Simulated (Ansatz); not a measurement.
The system is HfB.

```
Hf B
1.0
     0.00000    2.31000    2.31000
     2.31000    0.00000    2.31000
     2.31000    2.31000    0.00000
Hf B
1 1
Direct
  0.50000 0.50000 0.50000
  0.00000 0.00000 0.00000
```

```yaml
Program: Ansatz 0.2.0
Task: relaxation of cell and atoms
Functional: BLYP
Dispersion: D3(BJ)
Potentials_or_basis: Ansatz PAW
Cutoff: "420 eV (not typed: the program's choice for these potentials)"
k_mesh: 10 × 10 × 10
Occupations: fermi-dirac, width 0.05 eV
Spin: no spin polarisation
```

At the start: volume 12.33 Å³/atom.

Problem. Where does the relaxation end?

Solution. It ends after 7 steps and the volume is 13.75 Å³/atom (+11.6 %); space group Fm-3m (No. 225, to 0.05 Å).

The path:
| step | energy change (eV) | largest force (eV/Å) | volume (Å³) |
| --- | --- | --- | --- |
| 1 | 0.0000 | 0.0000 | 24.65 |
| 2 | -0.1697 | 0.0000 | 28.44 |
| 3 | -0.1870 | 0.0000 | 27.62 |
| 4 | -0.1874 | 0.0000 | 27.48 |
| 5 | -0.1902 | 0.0000 | 27.48 |
| 6 | -0.1902 | 0.0000 | 27.50 |
| 7 | -0.1903 | 0.0000 | 27.50 |

Final structure:
```
Hf B
1.0
     0.00000    2.39574    2.39574
     2.39574    0.00000    2.39574
     2.39574    2.39574    0.00000
Hf B
1 1
Direct
  0.50000 0.50000 0.50000
  0.00000 0.00000 0.00000
```

Caveat: the plane-wave basis is chosen anew once the cell has moved, so the energies of steps on either side of that aren't comparable; the volume moved by +12 % from the deposited cell, more than functionals usually miss; pairwise dispersion overbinds metals, which lowers pressure and volume; the PAW data sets come from PBE, with cores solved anew for the run's functional, which leaves a small shift of forces and pressure.
